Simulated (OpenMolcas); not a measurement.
# Mo³⁺ among point charges: CASSCF and CASPT2 levels and susceptibility

Aim: the splitting of the states of Mo³⁺ in the field of 6 point charges, its lowest levels with spin-orbit coupling and its magnetic susceptibility.

Program: OpenMolcas 26.06. Level of theory: state-averaged CASSCF and CASPT2, spin-orbit coupling by RASSI with atomic mean-field integrals. These are calculated values, not measurements, unless marked.

### Step 1. The system

* Species: Mo³⁺ (molybdenum, Z = 42, 39 electrons)
* Basis: ANO-RCC-VDZP [6s5p3d1f], 43 functions
* Scalar Hamiltonian: DKH2, point nucleus
* Inactive shells: 1s 2s 2p 3s 3p 3d 4s 4p
* Active space: 3 electrons in 5 orbitals (4d)
* Some configurations of this space: 4d³
* Orbitals: optimised for each spin and parity, averaged over all roots

The outer shells:

4d3
```
4d [↑ ][↑ ][↑ ][  ][  ]
```

The ion sits among 6 point charges of -1.7 e arranged as a trigonal prism (D3h), 2.24 Å from the ion, with a polar angle of 45.7° against the regular 49.1°.

The work runs as a chain of OpenMolcas steps in one folder; each step below is one input file. Labels, J, g values, rates, χT and fits are worked out afterwards by a script from the matrices that RASSI stores.

### Step 2. One- and two-electron integrals

The input, a.inp:

```
&GATEWAY
Coord
1

Mo 0.0 0.0 0.0
Basis=ANO-RCC-VDZP
Group=NoSym
NoMove
AngMom=0.0 0.0 0.0
AMFI
XField
6 Angstrom 0
1.602141 0.000000 1.565485 -1.700000
-0.801071 1.387495 1.565485 -1.700000
-0.801071 -1.387495 1.565485 -1.700000
1.602141 0.000000 -1.565485 -1.700000
-0.801071 1.387495 -1.565485 -1.700000
-0.801071 -1.387495 -1.565485 -1.700000
&SEWARD
```

Started as:

```
$ OMP_NUM_THREADS=1 MOLCAS_MEM=1689 MOLCAS_PROJECT=a pymolcas a.inp > a.log
```

### Step 3. CASSCF: quartets, 10 roots

The input, a.inp:

```
&RASSCF
FileOrb=start.orb
Symmetry=1
Spin=4
nActEl=3 0 0
Inactive=18
Ras2=5
CIRoot=10 10 1
SDav=10
CIMx=300
Iter=120 100
PrWF=0.3
OrbListing=Nothing
MaxOrb=0
>>> COPY $Project.JobIph JOB001
```

start.orb holds the contracted functions of the basis, ordered by shell, or the orbitals of the step before.

### Step 4. CASSCF: doublets, 40 roots

The input, a.inp:

```
&RASSCF
FileOrb=start.orb
Symmetry=1
Spin=2
nActEl=3 0 0
Inactive=18
Ras2=5
CIRoot=40 40 1
SDav=40
CIMx=300
Iter=120 100
PrWF=0.3
OrbListing=Nothing
MaxOrb=0
>>> COPY $Project.JobIph JOB002
```

### Step 5. RASSI: spin-orbit coupling between the states

The input, a.inp:

```
&RASSI
NrOfJobIphs=2 10 40
1 2 3 4 5 6 7 8 9 10
1 2 3 4 5 6 7 8 9 10 11 12 13 14 15 16 17 18 19 20 21 22 23 24 25 26 27
28 29 30 31 32 33 34 35 36 37 38 39 40
IphNames
JOB001
JOB002
EJob
SpinOrbit
DIPRint=1.0
SOCoupling=1000.0
Subsets=2
Property=9
'ANGMOM' 1 'ANGMOM' 2 'ANGMOM' 3 'MLTPL  1' 1 'MLTPL  1' 2 'MLTPL  1' 3
'AMFI' 1 'AMFI' 2 'AMFI' 3
SOProperty=3
'ANGMOM' 1 'ANGMOM' 2 'ANGMOM' 3
```

### Step 6. CASPT2: IPEA 0.25, imaginary shift 0.1 (closed shells correlated: 4s 4p)

The input, a.inp:

```
>>> COPY JOB001 $Project.JobIph
&CASPT2
Multistate=10 1 2 3 4 5 6 7 8 9 10
NoMult
Frozen=14
IPEA=0.25
Imaginary=0.1
MaxIter=60
WThr=0.0 0.3 0.05
PrWF=0.5
NoMix
>>> COPY JOB002 $Project.JobIph
&CASPT2
Multistate=40 1 2 3 4 5 6 7 8 9 10 11 12 13 14 15 16 17 18 19 20 21 22
23 24 25 26 27 28 29 30 31 32 33 34 35 36 37 38 39 40
NoMult
Frozen=14
IPEA=0.25
Imaginary=0.1
MaxIter=60
WThr=0.0 0.3 0.05
PrWF=0.5
NoMix
```

(Steps that only read results are left out.)

**Question.** What will these runs give? Wanted: spin-free ground state; first state of the same spin within the active space; lowest level; next level.

The runs gave:

```
                                            quantity                                                                        value
                                              method  SS-CASPT2, IPEA 0.25, imaginary shift 0.1 (closed shells correlated: 4s 4p)
                              spin-free ground state                                              4A2, 1-fold in its orbital part
first state of the same spin within the active space                                                              4E at 6010 cm⁻¹
                                        lowest level                                            2-fold E1/2, g = 1.99, 3.02, 3.02
                                          next level                                                                   215.1 cm⁻¹
                                         χT at 300 K                                                               1.28 cm³ K/mol
                           effective moment at 300 K                                                                      3.20 μB
```

Cost by method:

| method | time of its own steps | time with the reference |
| --- | --- | --- |
| A. CASSCF | 13 s | 13 s |
| B. SS-CASPT2, IPEA 0.25, imaginary shift 0.1, +4s 4p | 5.1 s | 18 s |

Times are of one thread on a shared host.

In words: The spin-free ground state (4A2) comes to 90 % from free-ion F terms and keeps the highest spin of the shell. χT at 300 K is 1.28, against 1.88 cm³ K/mol for the spin alone, so spin-orbit coupling lowers it. CASPT2 does not keep the components of a term degenerate, and the means are used. The field of point charges can differ much from that of real complexes. Point charges carry no covalency, so the field is a model and not that of real ligands.
